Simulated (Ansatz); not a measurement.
# C₈H₄Ti: vertical ionisation energy

How much energy removes an electron from C₈H₄Ti at fixed geometry? The cation is run at each level and the neutral's energy taken from earlier runs.

Computed with Ansatz 0.2.0, Gaussian basis. Level: unrestricted cation, the program's frozen cores in correlated methods.

Levels to be run: UKS PBE-D4/def2-TZVPP; UKS r2SCAN-D4/def2-TZVPP; UKS PBE0-D4/def2-TZVPP; UKS B3LYP-D4/def2-TZVPP; UKS wB97X-V/def2-TZVPP; UKS wB97M-V/def2-TZVPP; UKS B2PLYP/def2-TZVPP; UHF-CCSD(T)/def2-TZVPP; UHF-MP2/def2-QZVPP; extrapolation to the limit; then −ε(HOMO) from the neutral's earlier runs with LDA (SPW92), PBE-D4, revPBE-D4, BLYP-D4, r2SCAN-D4, B97M-V, PBE0-D4, B3LYP-D4, r2SCANh-D4, r2SCAN0-D4, HSE06-D4, BHLYP-D4, CAM-B3LYP-D4, LC-ωPBE, ωB97X-V, ωB97M-V.

## 1. Structure used throughout

All runs share one geometry, relaxed beforehand with PBE0-D4/def2-TZVP.

SMILES `C#[C][Ti]([C]#C)([C]#C)[C]#C`, 13 atoms, charge 0, spin multiplicity 1.

Atoms are counted from 1 here; the program's logs count them from 0.

Bond lengths: C1–C2 1.216 Å, C1–H10 1.067 Å, C2–Ti3 2.009 Å, Ti3–C4 2.009 Å, Ti3–C6 2.009 Å, Ti3–C8 2.009 Å, C4–C5 1.216 Å, C5–H11 1.067 Å, C6–C7 1.216 Å, C7–H12 1.067 Å, C8–C9 1.216 Å, C9–H13 1.067 Å. Angles: C2–C1–H10 180.0°, C1–C2–Ti3 180.0°, C2–Ti3–C4 109.5°, C2–Ti3–C6 109.5°, C2–Ti3–C8 109.5°, C4–Ti3–C6 109.5°, C4–Ti3–C8 109.5°, C6–Ti3–C8 109.5°, Ti3–C4–C5 179.9°, C4–C5–H11 180.0°, Ti3–C6–C7 180.0°, C6–C7–H12 180.0°, Ti3–C8–C9 180.0°, C8–C9–H13 180.0°.

## 2. Cation, UKS PBE-D4/def2-TZVPP

File in.yaml:

```yaml
crystal:
  periodic: [false, false, false]
  atoms:
    - {symbol: C, position_ang: [3.009290, 0.442370, -1.076880]}
    - {symbol: C, position_ang: [1.875160, 0.274476, -0.670515]}
    - {symbol: Ti, position_ang: [0.002159, -0.002673, 0.000893]}
    - {symbol: C, position_ang: [-1.058055, -1.017460, -1.370939]}
    - {symbol: C, position_ang: [-1.700967, -1.631923, -2.200802]}
    - {symbol: C, position_ang: [-0.861935, 1.780831, 0.329788]}
    - {symbol: C, position_ang: [-1.385255, 2.860661, 0.528965]}
    - {symbol: C, position_ang: [0.053013, -1.048426, 1.715416]}
    - {symbol: C, position_ang: [0.082825, -1.681797, 2.753455]}
    - {symbol: H, position_ang: [4.004409, 0.589712, -1.433451]}
    - {symbol: H, position_ang: [-2.264992, -2.171084, -2.929020]}
    - {symbol: H, position_ang: [-1.844426, 3.808151, 0.703721]}
    - {symbol: H, position_ang: [0.109075, -2.237536, 3.664269]}
basis:
  gaussian: {orbitals: def2-TZVPP}
total_charge: 1
magnetization: {spin_polarized: true, initial_magnetization: 1}
hamiltonian: {xc: pbe, dispersion: d4}
```

Run with:

```console
$ ansatz run in.yaml --threads 2 --pin off --events-out ev --progress --plain --max-ram 22528MiB --backend cuda --devices 0, --max-vram 18GiB
```

Further steps of the session: Cation, UKS r2SCAN-D4/def2-TZVPP; Cation, UKS PBE0-D4/def2-TZVPP; Cation, UKS B3LYP-D4/def2-TZVPP; Cation, UKS wB97X-V/def2-TZVPP; Cation, UKS wB97M-V/def2-TZVPP; Cation, UKS B2PLYP (frozen core)/def2-TZVPP; Cation, UHF-CCSD(T)/def2-TZVPP; Cation, UHF-MP2/def2-QZVPP.

Before running them: what should the planned runs give, taken together? Wanted: ionisation energy, CCSD(T)/CBS; nearest functional by difference; nearest −ε(HOMO); −ε(HOMO) of PBE; T1 of the cation.

As calculated:

| quantity | value |
| --- | --- |
| ionisation energy, CCSD(T)/CBS | 10.48 eV |
| nearest functional by difference | ωB97X-V (-0.22 eV) |
| nearest −ε(HOMO) | ωB97X-V (-0.02 eV) |
| −ε(HOMO) of PBE | 7.01 eV |
| T1 of the cation | 0.041 |

**Reading.** Energy differences with functionals land within 1.24 eV of the reference. The PBE orbital energy is 3.5 eV too small: a semilocal HOMO is no ionisation energy. Among orbital estimates ωB97X-V comes nearest. Hartree-Fock falls 1.45 eV short, as the neutral has more correlation energy than the cation. The cation's T1 (from the report) is 0.041, near the customary mark of 0.045 for open shells, so the coupled-cluster value is less safe. Correlated methods include outer-core shells of Ti, which these sets cover unevenly. In point group Td the highest level is often degenerate; the cation then breaks the symmetry, and the runs may pick different components.
